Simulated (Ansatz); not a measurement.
# BiSb (zincblende type): how the settings move a single-point run

Question: which choices in the input matter for BiSb (zincblende type)?

Computed with Ansatz 0.2.0 (reference: DFT, PBEsol, all-electron PAW with datasets made for the crystal, scalar-relativistic, unless a step's input says otherwise).

1 further run of the same task is left out (it didn't finish). Runs told in other sessions of the task aren't counted.

## 1. Starting point

The structure is cubic, space group F-43m (No. 216). Conventional cell: a = 6.830 Å, b = 6.830 Å, c = 6.830 Å, α = 90.00°, β = 90.00°, γ = 90.00°. Around Bi (site symmetry -43m) lie 4 Sb at 2.96 Å. Around Sb (site symmetry -43m) lie 4 Bi at 2.96 Å.

As a file:

```cif
data_structure
_symmetry_space_group_name_H-M 'P 1'
_symmetry_Int_Tables_number 1
_cell_length_a 4.8293
_cell_length_b 4.8293
_cell_length_c 4.8293
_cell_angle_alpha 60.000
_cell_angle_beta 60.000
_cell_angle_gamma 60.000
_cell_volume 79.64
loop_
_atom_site_label
_atom_site_type_symbol
_atom_site_fract_x
_atom_site_fract_y
_atom_site_fract_z
_atom_site_occupancy
Bi1 Bi 0.00000 0.00000 0.00000 1
Sb1 Sb 0.25000 0.25000 0.25000 1
```

## 2. Reference

input.yaml reads:

```yaml
crystal:
  lattice:
    - [0.0, 3.414838048, 3.414838048]
    - [3.414838048, 0.0, 3.414838048]
    - [3.414838048, 3.414838048, 0.0]
  atoms:
    - { symbol: Bi, position: [0.0, 0.0, 0.0] }
    - { symbol: Sb, position: [0.25, 0.25, 0.25] }
kpoints:
  mp_grid: { grid: [12, 12, 12] }
scf:
  occupations: { method: fermi_dirac, width: 0.08 }
hamiltonian:
  xc: pbesol
  pseudopotentials: { kind: all_electron, datasets: crystal }
output:
  forces: true
  stress: true
  eigenvalues: true
```

Launch:

```console
$ ansatz run input.yaml --threads 1 --pin off --max-ram 2048MiB --backend cpu --events-out ev --progress --plain --runs-dir out
```

## 3. Changed: mp_grid.grid [15, 15, 15]

Changes to input.yaml since step 2:

```diff
@@ -9,3 +9,3 @@
 kpoints:
-  mp_grid: { grid: [12, 12, 12] }
+  mp_grid: { grid: [15, 15, 15] }
 scf:
```

**Question.** What will these runs give? Wanted: for each run, ending; energy change; pressure; gap; force.

**Answer**, as computed:

```csv
run,ending,energy change,pressure (GPa),gap (eV),force (eV/Å),cycles,time
reference,converged,0,3.4,0.00,0.00,9,22 s
"1: mp_grid.grid [15, 15, 15]",converged,+1.4 meV/atom,3.5,0.00,0.00,10,35 s
```

Residual by cycle in the longest SCF loop of each run; runs are numbered as in the table. The quantity is the density residual dr2, in eV.

```csv
cycle,reference,run 1
1,0.242,0.247
2,0.0913,0.0929
3,0.00901,0.00931
4,0.00273,0.00285
5,4.3e-4,4.5e-4
6,1.1e-4,1.1e-4
7,1.7e-5,1.8e-5
8,3.7e-7,4.0e-7
9,5.8e-8,6.7e-8
10,-,2.2e-8
```

Changing the k-point mesh moves the energy by +1.4 meV/atom. Sampling errors of the energy have no fixed sign. Cost: 10 SCF cycles against 9, 35 s against 22 s. Semilocal functionals close small gaps, and spin-orbit coupling, left out here, moves these band edges, so the missing gap need not be the real solid's.
